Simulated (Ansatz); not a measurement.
# Rb2Ti: the cost of one run

Method: DFT PBE, scalar-relativistic, plane waves, PAW, in Ansatz 0.2.0.

**1. Starting point**

Symmetry: P-3m1, No. 164, trigonal system. The conventional cell has a = 7.092 Å, b = 7.092 Å, c = 4.343 Å, α = 90.00°, β = 90.00°, γ = 120.00°. Rb (site symmetry 3m) is surrounded by 3 Ti at 4.34 Å and 5 Rb at 4.34 Å. Ti (site symmetry -3m) is surrounded by 6 Rb at 4.34 Å and 2 Ti at 4.34 Å.

Coordinates:

```cif
data_structure
_symmetry_space_group_name_H-M 'P 1'
_symmetry_Int_Tables_number 1
_cell_length_a 7.0923
_cell_length_b 7.0923
_cell_length_c 4.3431
_cell_angle_alpha 90.000
_cell_angle_beta 90.000
_cell_angle_gamma 120.000
_cell_volume 189.19
loop_
_atom_site_label
_atom_site_type_symbol
_atom_site_fract_x
_atom_site_fract_y
_atom_site_fract_z
_atom_site_occupancy
Rb1 Rb 0.66667 0.33333 0.66667 1
Rb2 Rb 0.33333 0.66667 0.33333 1
Ti1 Ti 0.00000 0.00000 0.00000 1
```

A structure generator made this guess: ordered superstructure of bcc (P-3m1, No. 164). Its size is a rough estimate.

**2. The guess as it stands, on a coarse mesh**

The input, input.yaml:

```yaml
crystal:
  lattice:
    - [7.09229664, 0.0, 0.0]
    - [-3.54614832, 6.14210906, 0.0]
    - [0.0, 0.0, 4.34312697]
  atoms:
    - { symbol: Rb, position: [0.66666667, 0.33333333, 0.66666667] }
    - { symbol: Rb, position: [0.33333333, 0.66666667, 0.33333333] }
    - { symbol: Ti, position: [0.0, 0.0, 0.0] }
basis:
  ecutwfc: 420
kpoints:
  mp_grid: { grid: [3, 3, 4] }
hamiltonian:
  xc: pbe
scf:
  occupations: { method: gaussian, width: 0.1 }
  lower_state_search: "off"
output:
  forces: true
  stress: true
  eigenvalues: true
```

Command:

```console
ansatz run input.yaml --threads 1 --pin off --max-ram 2560MiB --backend cpu --events-out ev --progress --plain --runs-dir out
```

Q: Estimate wall time and peak memory on 1 thread of Intel Xeon at 2.70GHz, shared host.

About 2.1 s, with a peak of 0.41 GiB.
